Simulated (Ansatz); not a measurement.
Born–Oppenheimer molecular dynamics of a periodic cell of 16 atoms, Li (start crystal Li, start structure bcc, volume 1.15 times the crystal's). It starts from a structure without forces on its atoms.

Method: Ansatz 0.2.0, DFT PBE, scalar-relativistic, plane waves, PAW. Settings: cutoff 420 eV, k mesh 2x2x2, fermi-dirac smearing 0.1 eV, no spin polarisation.

```
ensemble        : NVT, Langevin thermostat
time step       : 1 fs
steps asked     : 250
set temperature : 900 K
friction        : 0.02 /fs
seed            : 219938
```

Frames 5 fs apart, positions in Å, forces in eV/Å.

Velocities at 20.0 fs (Å/ps):

```
Li -8.25 -14.10 -9.35
Li 2.23 7.28 0.27
Li 3.00 -12.98 22.59
Li -16.22 1.61 5.25
Li 11.29 -1.96 2.47
Li -1.05 -4.09 3.73
Li -6.17 -8.78 4.50
Li -3.79 -6.29 21.74
Li 2.88 3.87 -3.43
Li 3.24 0.15 -13.87
Li 5.00 11.99 7.88
Li -9.40 0.92 2.95
Li -18.40 0.85 7.90
Li 10.94 -3.54 11.70
Li 11.37 -7.02 18.00
Li -4.70 4.76 2.55
```

```xyz
16
Lattice="7.3129 0.0000 0.0000 0.0000 7.3129 0.0000 0.0000 0.0000 7.3129" Properties=species:S:1:pos:R:3:forces:R:3 time_fs=20.0 energy_less_start_eV=0.784 T=698
Li 0.083 -0.255 -0.275 -0.08 0.14 0.26
Li 3.616 0.300 -0.020 0.17 -0.25 -0.02
Li 0.143 3.413 0.491 -0.17 0.03 -0.30
Li -0.563 0.056 3.655 0.58 -0.28 0.15
Li 2.123 1.845 1.825 -0.18 -0.03 0.15
Li 3.611 3.690 0.107 0.15 -0.19 0.01
Li 3.564 -0.112 3.645 -0.10 -0.01 0.16
Li 5.457 1.679 2.193 -0.24 0.39 -0.38
Li 0.149 3.813 3.412 -0.04 0.00 0.30
Li 1.781 5.430 1.509 0.19 0.25 0.30
Li 1.823 1.909 5.525 -0.06 0.02 -0.06
Li 3.576 3.864 3.831 0.03 -0.30 -0.19
Li 5.181 5.386 1.924 0.12 0.09 -0.21
Li 5.753 1.918 5.807 -0.23 0.14 -0.19
Li 2.075 5.334 5.780 -0.21 0.08 -0.15
Li 5.306 5.507 5.445 0.09 -0.08 0.18
16
Lattice="7.3129 0.0000 0.0000 0.0000 7.3129 0.0000 0.0000 0.0000 7.3129" Properties=species:S:1:pos:R:3:forces:R:3 time_fs=25.0 energy_less_start_eV=1.006 T=669
Li 0.027 -0.324 -0.311 -0.02 0.16 0.27
Li 3.637 0.304 -0.035 0.17 -0.23 -0.01
Li 0.166 3.346 0.596 -0.19 0.05 -0.37
Li -0.621 0.066 3.680 0.62 -0.31 0.15
Li 2.161 1.819 1.841 -0.17 -0.05 0.16
Li 3.588 3.659 0.139 0.23 -0.19 0.02
Li 3.522 -0.150 3.674 -0.11 0.03 0.16
Li 5.443 1.698 2.268 -0.30 0.41 -0.41
Li 0.178 3.833 3.398 -0.03 0.03 0.36
Li 1.788 5.439 1.437 0.19 0.25 0.39
Li 1.849 1.996 5.551 -0.10 -0.07 -0.04
Li 3.533 3.862 3.849 0.05 -0.29 -0.20
Li 5.092 5.376 1.966 0.17 0.09 -0.25
Li 5.792 1.900 5.873 -0.26 0.19 -0.21
Li 2.147 5.316 5.847 -0.26 0.10 -0.20
Li 5.303 5.520 5.430 0.03 -0.16 0.18
16
Lattice="7.3129 0.0000 0.0000 0.0000 7.3129 0.0000 0.0000 0.0000 7.3129" Properties=species:S:1:pos:R:3:forces:R:3 time_fs=30.0 energy_less_start_eV=1.182 T=786
Li -0.055 -0.371 -0.353 0.09 0.13 0.29
Li 3.667 0.282 -0.050 0.17 -0.18 0.00
Li 0.171 3.279 0.669 -0.15 0.08 -0.37
Li -0.646 0.050 3.724 0.60 -0.27 0.08
Li 2.187 1.754 1.877 -0.18 -0.04 0.14
Li 3.579 3.624 0.184 0.29 -0.22 0.03
Li 3.483 -0.208 3.728 -0.10 0.09 0.15
Li 5.432 1.748 2.333 -0.33 0.34 -0.37
Li 0.199 3.865 3.412 -0.01 0.07 0.36
Li 1.808 5.462 1.356 0.13 0.22 0.47
Li 1.899 2.093 5.567 -0.16 -0.17 -0.01
Li 3.514 3.840 3.865 0.08 -0.26 -0.23
Li 4.988 5.373 1.985 0.24 0.10 -0.25
Li 5.828 1.888 5.951 -0.29 0.24 -0.26
Li 2.246 5.288 5.885 -0.34 0.14 -0.22
Li 5.316 5.529 5.405 -0.04 -0.27 0.20
16
Lattice="7.3129 0.0000 0.0000 0.0000 7.3129 0.0000 0.0000 0.0000 7.3129" Properties=species:S:1:pos:R:3:forces:R:3 time_fs=35.0 energy_less_start_eV=1.252 T=692
Li -0.111 -0.394 -0.400 0.16 0.10 0.31
Li 3.699 0.279 -0.072 0.16 -0.15 -0.01
Li 0.178 3.235 0.713 -0.11 0.10 -0.34
Li -0.641 0.015 3.794 0.52 -0.19 -0.04
Li 2.211 1.663 1.922 -0.20 -0.01 0.11
Li 3.599 3.577 0.215 0.27 -0.20 0.04
Li 3.454 -0.254 3.787 -0.08 0.14 0.15
Li 5.419 1.825 2.390 -0.28 0.21 -0.28
Li 0.235 3.917 3.456 0.00 0.08 0.31
Li 1.827 5.485 1.271 0.08 0.18 0.52
Li 1.927 2.176 5.567 -0.20 -0.27 0.03
Li 3.476 3.785 3.847 0.12 -0.19 -0.25
Li 4.887 5.391 2.004 0.31 0.09 -0.25
Li 5.845 1.887 5.970 -0.30 0.28 -0.28
Li 2.314 5.266 5.878 -0.36 0.15 -0.20
Li 5.325 5.471 5.414 -0.09 -0.33 0.18
16
Lattice="7.3129 0.0000 0.0000 0.0000 7.3129 0.0000 0.0000 0.0000 7.3129" Properties=species:S:1:pos:R:3:forces:R:3 time_fs=40.0 energy_less_start_eV=1.293 T=760
Li -0.148 -0.419 -0.440 0.21 0.07 0.34
Li 3.751 0.254 -0.099 0.11 -0.11 -0.04
Li 0.190 3.197 0.755 -0.09 0.10 -0.31
Li -0.595 -0.042 3.870 0.43 -0.10 -0.16
Li 2.226 1.566 1.955 -0.20 0.02 0.07
Li 3.619 3.526 0.218 0.23 -0.17 0.02
Li 3.422 -0.312 3.832 -0.04 0.20 0.14
Li 5.396 1.902 2.451 -0.22 0.07 -0.19
Li 0.241 3.974 3.525 0.01 0.08 0.22
Li 1.857 5.491 1.194 0.03 0.15 0.54
Li 1.934 2.225 5.534 -0.23 -0.35 0.10
Li 3.431 3.758 3.836 0.17 -0.13 -0.31
Li 4.792 5.424 1.980 0.38 0.07 -0.20
Li 5.863 1.871 5.969 -0.29 0.32 -0.29
Li 2.335 5.254 5.820 -0.37 0.15 -0.08
Li 5.330 5.407 5.420 -0.13 -0.36 0.17
16
Lattice="7.3129 0.0000 0.0000 0.0000 7.3129 0.0000 0.0000 0.0000 7.3129" Properties=species:S:1:pos:R:3:forces:R:3 time_fs=45.0 energy_less_start_eV=1.338 T=799
Li -0.168 -0.412 -0.469 0.23 0.03 0.37
Li 3.778 0.213 -0.125 0.09 -0.04 -0.09
Li 0.194 3.182 0.773 -0.06 0.09 -0.26
Li -0.516 -0.080 3.957 0.35 -0.03 -0.28
Li 2.242 1.447 1.990 -0.21 0.08 0.03
Li 3.649 3.477 0.193 0.15 -0.13 0.00
Li 3.399 -0.368 3.866 0.02 0.27 0.13
Li 5.359 1.984 2.530 -0.14 -0.05 -0.14
Li 0.225 4.024 3.620 0.03 0.06 0.10
Li 1.891 5.521 1.130 -0.03 0.08 0.51
Li 1.911 2.250 5.502 -0.25 -0.43 0.16
Li 3.386 3.722 3.853 0.22 -0.09 -0.40
Li 4.698 5.449 1.948 0.45 0.04 -0.12
Li 5.868 1.874 5.948 -0.29 0.34 -0.28
Li 2.344 5.256 5.731 -0.41 0.13 0.11
Li 5.343 5.333 5.422 -0.15 -0.35 0.17
16
Lattice="7.3129 0.0000 0.0000 0.0000 7.3129 0.0000 0.0000 0.0000 7.3129" Properties=species:S:1:pos:R:3:forces:R:3 time_fs=50.0 energy_less_start_eV=1.425 T=788
Li -0.157 -0.405 -0.486 0.19 0.03 0.36
Li 3.798 0.190 -0.154 0.08 0.01 -0.13
Li 0.182 3.177 0.745 -0.02 0.11 -0.16
Li -0.451 -0.111 4.031 0.29 0.03 -0.37
Li 2.233 1.342 2.012 -0.21 0.14 0.00
Li 3.700 3.416 0.183 0.02 -0.05 -0.02
Li 3.368 -0.446 3.866 0.08 0.38 0.11
Li 5.314 2.073 2.641 -0.03 -0.14 -0.14
Li 0.208 4.092 3.702 0.04 0.02 -0.02
Li 1.901 5.583 1.101 -0.07 -0.05 0.43
Li 1.876 2.271 5.460 -0.27 -0.50 0.23
Li 3.347 3.659 3.862 0.24 0.01 -0.44
Li 4.598 5.457 1.923 0.53 0.00 -0.07
Li 5.868 1.921 5.929 -0.26 0.28 -0.30
Li 2.336 5.280 5.639 -0.43 0.06 0.34
Li 5.358 5.263 5.429 -0.19 -0.32 0.17
16
Lattice="7.3129 0.0000 0.0000 0.0000 7.3129 0.0000 0.0000 0.0000 7.3129" Properties=species:S:1:pos:R:3:forces:R:3 time_fs=55.0 energy_less_start_eV=1.558 T=758
Li -0.104 -0.428 -0.478 0.05 0.07 0.29
Li 3.797 0.201 -0.163 0.09 0.01 -0.18
Li 0.169 3.166 0.699 0.00 0.14 -0.11
Li -0.405 -0.125 4.098 0.23 0.05 -0.41
Li 2.188 1.285 2.021 -0.16 0.17 0.03
Li 3.773 3.370 0.177 -0.12 0.01 -0.04
Li 3.335 -0.547 3.859 0.12 0.54 0.04
Li 5.311 2.176 2.748 0.04 -0.22 -0.17
Li 0.213 4.153 3.757 0.05 -0.01 -0.10
Li 1.908 5.677 1.074 -0.08 -0.21 0.40
Li 1.834 2.245 5.417 -0.27 -0.52 0.30
Li 3.315 3.602 3.882 0.22 0.07 -0.46
Li 4.528 5.457 1.910 0.60 -0.05 -0.05
Li 5.851 1.954 5.895 -0.19 0.19 -0.28
Li 2.308 5.293 5.561 -0.44 -0.03 0.56
Li 5.336 5.170 5.419 -0.14 -0.21 0.19
16
Lattice="7.3129 0.0000 0.0000 0.0000 7.3129 0.0000 0.0000 0.0000 7.3129" Properties=species:S:1:pos:R:3:forces:R:3 time_fs=60.0 energy_less_start_eV=1.778 T=716
Li -0.025 -0.449 -0.455 -0.13 0.14 0.16
Li 3.775 0.211 -0.172 0.13 0.02 -0.23
Li 0.160 3.170 0.685 0.00 0.15 -0.10
Li -0.379 -0.118 4.157 0.19 0.04 -0.43
Li 2.135 1.249 2.026 -0.11 0.19 0.09
Li 3.849 3.323 0.170 -0.25 0.07 -0.03
Li 3.305 -0.639 3.882 0.18 0.73 -0.10
Li 5.311 2.240 2.847 0.10 -0.26 -0.22
Li 0.203 4.183 3.817 0.08 -0.03 -0.18
Li 1.897 5.784 1.047 -0.03 -0.39 0.42
Li 1.780 2.192 5.378 -0.26 -0.51 0.35
Li 3.300 3.549 3.924 0.19 0.08 -0.46
Li 4.479 5.449 1.912 0.61 -0.08 -0.04
Li 5.816 1.985 5.872 -0.10 0.09 -0.25
Li 2.296 5.311 5.502 -0.49 -0.16 0.77
Li 5.335 5.069 5.392 -0.12 -0.08 0.23
16
Lattice="7.3129 0.0000 0.0000 0.0000 7.3129 0.0000 0.0000 0.0000 7.3129" Properties=species:S:1:pos:R:3:forces:R:3 time_fs=65.0 energy_less_start_eV=2.072 T=785
Li 0.051 -0.448 -0.410 -0.33 0.22 0.00
Li 3.735 0.229 -0.170 0.19 0.05 -0.28
Li 0.173 3.163 0.682 -0.02 0.16 -0.09
Li -0.344 -0.139 4.198 0.14 0.06 -0.43
Li 2.082 1.226 2.042 -0.06 0.19 0.14
Li 3.920 3.258 0.151 -0.34 0.14 0.01
Li 3.267 -0.710 3.908 0.28 0.88 -0.28
Li 5.308 2.281 2.935 0.22 -0.32 -0.32
Li 0.201 4.210 3.876 0.19 -0.07 -0.27
Li 1.882 5.866 1.007 0.03 -0.55 0.50
Li 1.711 2.140 5.358 -0.19 -0.44 0.33
Li 3.339 3.487 3.941 0.00 0.14 -0.31
Li 4.415 5.449 1.898 0.63 -0.11 -0.04
Li 5.816 2.047 5.825 -0.02 -0.07 -0.19
Li 2.308 5.358 5.483 -0.53 -0.39 0.92
Li 5.388 4.935 5.357 -0.19 0.11 0.30
16
Lattice="7.3129 0.0000 0.0000 0.0000 7.3129 0.0000 0.0000 0.0000 7.3129" Properties=species:S:1:pos:R:3:forces:R:3 time_fs=70.0 energy_less_start_eV=2.288 T=651
Li 0.109 -0.449 -0.334 -0.52 0.31 -0.16
Li 3.681 0.222 -0.169 0.25 0.12 -0.31
Li 0.206 3.145 0.672 -0.04 0.19 -0.10
Li -0.296 -0.195 4.215 0.10 0.10 -0.38
Li 2.001 1.216 2.049 0.00 0.17 0.18
Li 3.981 3.186 0.107 -0.39 0.19 0.08
Li 3.279 -0.733 3.895 0.31 0.89 -0.31
Li 5.331 2.301 2.967 0.33 -0.38 -0.41
Li 0.192 4.228 3.893 0.32 -0.12 -0.35
Li 1.873 5.910 1.009 0.08 -0.68 0.59
Li 1.655 2.086 5.348 -0.11 -0.35 0.27
Li 3.387 3.428 3.920 -0.22 0.23 -0.15
Li 4.376 5.449 1.866 0.66 -0.17 -0.06
Li 5.859 2.103 5.766 0.03 -0.27 -0.12
Li 2.306 5.417 5.497 -0.51 -0.54 0.86
Li 5.448 4.807 5.339 -0.29 0.32 0.35
16
Lattice="7.3129 0.0000 0.0000 0.0000 7.3129 0.0000 0.0000 0.0000 7.3129" Properties=species:S:1:pos:R:3:forces:R:3 time_fs=75.0 energy_less_start_eV=2.382 T=752
Li 0.134 -0.450 -0.263 -0.62 0.34 -0.23
Li 3.643 0.213 -0.180 0.25 0.15 -0.29
Li 0.248 3.126 0.669 -0.08 0.23 -0.10
Li -0.249 -0.247 4.242 0.05 0.14 -0.35
Li 1.899 1.185 2.033 0.06 0.18 0.23
Li 4.039 3.146 0.088 -0.44 0.17 0.11
Li 3.314 -0.739 3.859 0.29 0.80 -0.23
Li 5.354 2.294 2.976 0.39 -0.41 -0.46
Li 0.200 4.240 3.871 0.40 -0.15 -0.42
Li 1.856 5.909 1.075 0.12 -0.74 0.60
Li 1.576 2.030 5.359 0.02 -0.25 0.19
Li 3.406 3.397 3.889 -0.37 0.23 -0.05
Li 4.381 5.426 1.820 0.68 -0.19 -0.07
Li 5.927 2.189 5.710 0.06 -0.53 -0.04
Li 2.286 5.450 5.525 -0.45 -0.56 0.75
Li 5.503 4.683 5.331 -0.36 0.58 0.34
```

Of the whole run (250 fs, mean temperature of the second half 819 K): A run of 0.25 ps of so small a system gives no equilibrium averages. Limits of this set-up: coarse k mesh.

Time of the run: 17 min on 1 thread of Arm Neoverse V1, with other jobs on the host, peak memory 0.6 GiB.
